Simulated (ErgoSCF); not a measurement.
**BLYP/def2-TZVPPD run of HCl (hydrogen chloride)**

What is the electronic atomisation energy of HCl (hydrogen chloride) at BLYP/def2-TZVPPD? 

The results are computed with ErgoSCF 3.8.

14 further runs of the same task are left out: 3 that didn't finish, 11 set aside as unsound or not needed.

### 1 The molecule

HCl has 2 atoms, charge 0, and is taken as a singlet. As SMILES, `Cl`. The shape is that of a PBE0-D4/def2-TZVP optimisation.

Bond lengths: Cl1–H2 1.279 Å.

### 2 A single-point energy at BLYP/def2-TZVPPD

ergo.in

```
# BLYP on ClH
set_nthreads(1)
molecule_inline Angstrom
Cl       0.546000      -0.178500       0.280800
H       -0.546000       0.178500      -0.280800
EOF
XC.sparse_mode = 0
scf.output_mulliken_pop = 1
basis = "def2-TZVPPD"
tmpdir = "."
scf.max_number_of_iterations = 120
XC.radint = 1e-11
scf.use_diagonalization = 1
XC.angint = 41
run "BLYP"
```

The basis set def2-TZVPPD is read from a file made from the Basis Set Exchange's data (not shown).

Launch:

```sh
$ ergo ergo.in
```

Output:

```text
INMA ERGO version 3.8
INMA reading input from file ergo.in
INMA Cl (charge=17.0) 1.031790 -0.337316 0.530635
INMA H (charge=1.0) -1.031790 0.337316 -0.530635
INMA  sparse_mode := 0
INMA  output_mulliken_pop := 1
INMA  basis := def2-TZVPPD
INMA Basis really set to def2-TZVPPD
INMA  max_number_of_iterations := 120
INMA  radint := 1e-11
INMA  use_diagonalization := 1
INMA  angint := 41
INMA running BLYP
INDF      This is a DFT calculation of type: BLYP
INDF Weighted mixed functional:
INDF                       LYP:    1.00000
INDF                     Becke:    1.00000
INDF                    Slater:    1.00000
INMA Running BLYP
INSC SCF_general constructor, number of basis functions: 68
INSC Min internuclear distance:      2.41657 a.u.  =      1.27879 Angstrom
INSC Max internuclear distance:      2.41657 a.u.  =      1.27879 Angstrom
INSC Euclidean norm of overlap matrix =          4.51163317425  (acc 1.49e-08)
INSC Euclidean norm of invCholFactor after truncation =         23.12213577174
INSC Beginning of SCF cycle 1
INDF Grid for charge 17: 48 radial points, 20688 total, r=17.984212
INDF Grid for charge 1: 38 radial points, 8824 total, r=13.568937
INDF Generating Turbo grid Radint = 1e-11 AngInt: [ 6 41 ]
INDF Grid pruned from 29512 to 29401 grid points.
INDF Electrons:  18.0000060   3e-07: xc energy -10.271166 (serial)
INSC nuclearEnergy, energy_2el, energy = 7.034777, 69.823000, -159.627737
INSC Energy   1 =       -159.62773671188
INSC maxabs FDS-SDF is       12
INDE E_HOMO =         -4.61580710935
INDE E_LUMO =         -4.21873945137
INSC Beginning of SCF cycle 2
INDF Electrons:  18.0000012   7e-08: xc energy -36.472879 (serial)
INSC nuclearEnergy, energy_2el, energy = 7.034777, 267.634763, -430.093911
INSC Energy   2 =       -430.09391101748
INSC maxabs FDS-SDF is     2.65
INSC using DIIS to get combined Fock matrix, number of iters used for DIIS:  2
INDE E_HOMO =         -0.00206743462
INDE E_LUMO =          0.02401629345
INSC Beginning of SCF cycle 3
INDF Electrons:  18.0000124   7e-07: xc energy -25.577204 (serial)
INSC nuclearEnergy, energy_2el, energy = 7.034777, 143.552714, -455.241592
INSC Energy   3 =       -455.24159217705  ( diff    -25.147681159569004 )
INSC maxabs FDS-SDF is     2.24
INSC using DIIS to get combined Fock matrix, number of iters used for DIIS:  3
INDE E_HOMO =         -0.81576122507
INDE E_LUMO =         -0.36735176207
INSC Beginning of SCF cycle 4
INDF Electrons:  18.0000013   7e-08: xc energy -28.709432 (serial)
INSC nuclearEnergy, energy_2el, energy = 7.034777, 185.479800, -460.569501
INSC Energy   4 =       -460.56950056616  ( diff     -5.327908389118420 )
INSC maxabs FDS-SDF is    0.452
INSC using DIIS to get combined Fock matrix, number of iters used for DIIS:  4
INDE E_HOMO =         -0.21077660971
INDE E_LUMO =         -0.02648203620
INSC Beginning of SCF cycle 5
INDF Electrons:  18.0000014   8e-08: xc energy -28.378310 (serial)
INSC nuclearEnergy, energy_2el, energy = 7.034777, 178.324160, -460.687943
INSC Energy   5 =       -460.68794252728  ( diff     -0.118441961117071 )
INSC maxabs FDS-SDF is    0.237
INSC using DIIS to get combined Fock matrix, number of iters used for DIIS:  5
INDE E_HOMO =         -0.25434327592
INDE E_LUMO =         -0.01394812068
INSC Beginning of SCF cycle 6
INDF Electrons:  18.0000013   7e-08: xc energy -28.515690 (serial)
INSC nuclearEnergy, energy_2el, energy = 7.034777, 181.123437, -460.808798
INSC Energy   6 =       -460.80879761163  ( diff     -0.120855084347568 )
INSC maxabs FDS-SDF is   0.0468
INSC using DIIS to get combined Fock matrix, number of iters used for DIIS:  6
INDE E_HOMO =         -0.28462616363
INDE E_LUMO =         -0.03456162376
INSC Beginning of SCF cycle 7
INDF Electrons:  18.0000013   7e-08: xc energy -28.587955 (serial)
INSC nuclearEnergy, energy_2el, energy = 7.034777, 182.019516, -460.815473
INSC Energy   7 =       -460.81547267491  ( diff     -0.006675063276248 )
INSC maxabs FDS-SDF is   0.0146
INSC using DIIS to get combined Fock matrix, number of iters used for DIIS:  7
INDE E_HOMO =         -0.29099854439
INDE E_LUMO =         -0.03851382466
INSC Beginning of SCF cycle 8
INDF Electrons:  18.0000013   7e-08: xc energy -28.589924 (serial)
INSC nuclearEnergy, energy_2el, energy = 7.034777, 182.077848, -460.815978
INSC Energy   8 =       -460.81597773908  ( diff     -0.000505064176309 )
INSC maxabs FDS-SDF is  0.00207
INSC using DIIS to get combined Fock matrix, number of iters used for DIIS:  8
INDE E_HOMO =         -0.29041067139
INDE E_LUMO =         -0.03764432954
INSC Beginning of SCF cycle 9
INDF Electrons:  18.0000013   7e-08: xc energy -28.589808 (serial)
INSC nuclearEnergy, energy_2el, energy = 7.034777, 182.078874, -460.815984
INSC Energy   9 =       -460.81598430786  ( diff     -0.000006568781259 )
INSC maxabs FDS-SDF is 7.13e-05
INSC using DIIS to get combined Fock matrix, number of iters used for DIIS:  9
INDE E_HOMO =         -0.29042261020
INDE E_LUMO =         -0.03762768118
INSC Beginning of SCF cycle 10
INDF Electrons:  18.0000013   7e-08: xc energy -28.589836 (serial)
INSC nuclearEnergy, energy_2el, energy = 7.034777, 182.079207, -460.815984
INSC Energy  10 =       -460.81598431630  ( diff     -0.000000008435734 )
INSC maxabs FDS-SDF is 3.42e-05
INSC using DIIS to get combined Fock matrix, number of iters used for DIIS: 10
INDE E_HOMO =         -0.29044605572
INDE E_LUMO =         -0.03763853663
INSC Beginning of SCF cycle 11
INDF Electrons:  18.0000013   7e-08: xc energy -28.589887 (serial)
INSC nuclearEnergy, energy_2el, energy = 7.034777, 182.079893, -460.815984
INSC Energy  11 =       -460.81598431876  ( diff     -0.000000002459785 )
INSC maxabs FDS-SDF is 3.49e-06
INSC using DIIS to get combined Fock matrix, number of iters used for DIIS: 10
INDE E_HOMO =         -0.29044701752
INDE E_LUMO =         -0.03763884038
INSC Beginning of SCF cycle 12
INDF Electrons:  18.0000013   7e-08: xc energy -28.589890 (serial)
INSC nuclearEnergy, energy_2el, energy = 7.034777, 182.079931, -460.815984
INSC Energy  12 =       -460.81598431878  ( diff     -0.000000000024897 )
INSC maxabs FDS-SDF is 1.14e-06
INSC using DIIS to get combined Fock matrix, number of iters used for DIIS: 10
INDE E_HOMO =         -0.29044730419
INDE E_LUMO =         -0.03763887635
INSC Beginning of SCF cycle 13
INDF Electrons:  18.0000013   7e-08: xc energy -28.589891 (serial)
INSC nuclearEnergy, energy_2el, energy = 7.034777, 182.079945, -460.815984
INSC Energy  13 =       -460.81598431879  ( diff     -0.000000000004775 )
INSC maxabs FDS-SDF is 1.39e-07
RESC CONVERGED after  13 iterations.
RESC FINAL ENERGY:       -460.81598431879
TISC Main SCF loop took      4.92 usr cpu s       0.04 sys cpu s       4.96 wall s
INSC SCF: dipole_moment_x [atomic units] =      -0.35341749
INSC SCF: dipole_moment_y [atomic units] =       0.11554019
INSC SCF: dipole_moment_z [atomic units] =      -0.18175758
INSC Sum of Mulliken charges (electrons):      18.0000000
INSC Mulliken charge of atom 0 =      -0.1943666
INSC Mulliken charge of atom 1 =       0.1943666
INSC Sum of Mulliken atomic charges:       0.0000000
```

Run time: 5.7 s. Hardware: 1 thread of Arm Neoverse V1, shared host; peak memory 0.26 GiB.

### 3 The Cl atom

geom.xyz

```xyz
1
Cl
Cl     0.000000     0.000000     0.000000
```

ergo.in

```
# Cl
set_nthreads("env")
molecule "geom.xyz"
tmpdir = "."
XC.angint = 41
scf.use_diagonalization = 1
spin_polarization = 1
XC.sparse_mode = 0
XC.radint = 1e-11
scf.max_number_of_iterations = 120
basis = "def2-TZVPPD"
scf.output_mulliken_pop = 1
run "BLYP"
```

The basis set def2-TZVPPD is read from a file made from the Basis Set Exchange's data (not shown).

Run the same way, it converges to -460.15149 Eh (log not shown).

### 4 The H atom, same level

molecule.xyz

```xyz
1

H      0.000000     0.000000     0.000000
```

job.ego

```
# H, BLYP
set_nthreads("env")
molecule "molecule.xyz"
XC.sparse_mode = 0
tmpdir = "."
spin_polarization = 1
basis = "def2-TZVPPD"
XC.angint = 41
scf.max_number_of_iterations = 120
scf.output_mulliken_pop = 1
scf.use_diagonalization = 1
XC.radint = 1e-11
run "BLYP"
```

The basis set def2-TZVPPD is read from a file made from the Basis Set Exchange's data (not shown).

Run the same way, it converges to -0.49755 Eh (log not shown).

### 5 Summary of results

Level: BLYP/def2-TZVPPD.

| quantity | value |
| --- | --- |
| molecule: total energy | -460.81598 Eh |
| molecule: dipole moment | 1.05 D |
| Cl atom: total energy | -460.15149 Eh |
| Cl atom: dipole moment | 0.00 D |
| Cl atom: ⟨S²⟩ | 0.753 |
| H atom: total energy | -0.49755 Eh |
| H atom: dipole moment | 0.00 D |
| H atom: ⟨S²⟩ | 0.750 |
| electronic atomisation energy | 4.543 eV |

What this shows: Taking the molecule apart into free atoms costs 4.54 eV (105 kcal/mol), before zero-point energy and without spin-orbit coupling.
